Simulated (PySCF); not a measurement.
# C2H9GePS2: the cost of one run

Computed with PySCF 2.14.0, with density-fitted response routines of our own, on a single molecule in the gas phase. Atoms are numbered from 0 throughout.

### 1 The starting structure

15 atoms, charge 0, multiplicity 1; geometry from: GFN2-xTB.

Bonds of the start (Å): P0–Ge1 2.32, Ge1–S2 2.23, S2–C3 1.83, C3–C4 1.51, C4–S5 1.83, P0–H6 1.39, P0–H7 1.39, Ge1–H8 1.53, Ge1–H9 1.52, C3–H10 1.09, C3–H11 1.09, C4–H12 1.09, C4–H13 1.09, S5–H14 1.33.

### 2 Excited states and response: wB97X-D/def2-SVPD

The job: settings as JSON, then the geometry in Å.

```
{"job": {"kind": "uv", "xc": "wB97X-D", "basis": "def2-SVPD", "nstates": 8, "ntriplets": 3}, "charge": 0, "multiplicity": 1}
P      2.230244    -0.404864     0.549942
Ge     1.247049     1.130657    -0.883291
S     -0.473697     0.248468    -1.996850
C     -0.951543    -1.125841    -0.886916
C     -1.930052    -0.721616     0.196739
S     -1.237489     0.481918     1.386333
H      3.339146    -0.537150    -0.276119
H      2.822239     0.613499     1.279182
H      0.799673     2.405159    -0.173004
H      2.161974     1.651607    -1.986276
H     -1.415591    -1.869739    -1.535048
H     -0.046040    -1.548442    -0.447337
H     -2.188874    -1.596273     0.795293
H     -2.835041    -0.290008    -0.227207
H     -1.526413     1.570617     0.676993
```

Method: TDDFT wB97X-D/def2-SVPD, vertical, gas phase, core orbitals frozen in the response.

Command:

```sh
OMP_NUM_THREADS=1 python probes_run.py task.json out
```

One launch serves the whole session: the jobs run in the order shown.

Q: Estimate the wall time and peak memory of this job on 1 thread of Intel Xeon Platinum 8259CL at 2.50GHz, shared host.

About 88 s, with a peak of 0.98 GiB.
